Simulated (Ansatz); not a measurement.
**CdF2: pressure up to the limit of the methods**

The task here is to estimate one member of a computed series from the others.

Program: Ansatz 0.2.0. Level of theory: DFT, LDA, PAW with Ansatz's default frozen-core files, scalar-relativistic. These are calculated values, not measurements.

**The starting structure**

It takes space group Fm-3m (No. 225, cubic). The conventional cell has a = 5.388 Å, b = 5.388 Å, c = 5.388 Å, α = 90.00°, β = 90.00°, γ = 90.00°. Around Cd (site symmetry m-3m) lie 8 F at 2.33 Å. F (site symmetry -43m) has 4 Cd at 2.33 Å as nearest neighbours.

Coordinates:

```xyz
3
Lattice="0.0000 2.6940 2.6940 2.6940 0.0000 2.6940 2.6940 2.6940 0.0000" Properties=species:S:1:pos:R:3 pbc="T T T"
Cd    0.0000    0.0000    0.0000
F     1.3470    1.3470    1.3470
F     4.0410    4.0410    4.0410
```

Whether this phase is the stable one at these pressures isn't tested.

Atoms are numbered in the order of the input: Cd1, F2, F3.

Set-up of the first run:

Contents of input.yaml:

```yaml
crystal:
  lattice:
    - [0.0, 2.694, 2.694]
    - [2.694, 0.0, 2.694]
    - [2.694, 2.694, 0.0]
  atoms:
    - { symbol: Cd, position: [0.0, 0.0, 0.0] }
    - { symbol: F, position: [0.25, 0.25, 0.25] }
    - { symbol: F, position: [0.75, 0.75, 0.75] }
kpoints:
  mp_grid: { grid: [9, 9, 9] }
  band_path:
    path:
      - [0.0, 0.0, 0.0]
      - [0.5, 0.0, 0.5]
      - [0.625, 0.25, 0.625]
      - [0.375, 0.375, 0.75]
      - [0.0, 0.0, 0.0]
      - [0.5, 0.5, 0.5]
      - [0.5, 0.25, 0.75]
      - [0.5, 0.0, 0.5]
    npoints: 6
scf:
  occupations: { method: fermi_dirac, width: 0.03 }
hamiltonian:
  xc: lda
  pseudopotentials: { kind: paw }
output:
  forces: true
  stress: true
  eigenvalues: true
  efg: { contact_densities: true }
  populations: true
```

Launch:

```sh
$ ansatz run input.yaml --threads 1 --pin off --max-ram 3072MiB --backend cpu --events-out ev --progress --plain --runs-dir out
```

Steps of the session up to this table: Volume scaled by 1, PAW; Volume scaled by 0.85, PAW; Volume scaled by 0.7, PAW; Volume scaled by 0.4, PAW.

One of the session's tables, all rows but one given; the rest of the session is left out.

```
method  volume over the first  volume (Å³/atom)  pressure (GPa)  gap (eV)
   PAW                      1            13.035           -5.70      2.81
   PAW                   0.85            11.080           18.55      3.40
   PAW                    0.7                 ?               ?         ?
   PAW                    0.4             5.214          846.77      4.67
```

**Question.** Estimate the row for PAW, 0.7.

As computed: volume (Å³/atom): 9.124; pressure (GPa): 81.09; gap (eV): 4.01. In the column «volume (Å³/atom)» it lies between PAW, 0.4 (5.214) and PAW, 0.85 (11.080).

Limits of these values: Warnings in the runs' records: gradients without spin orbit.
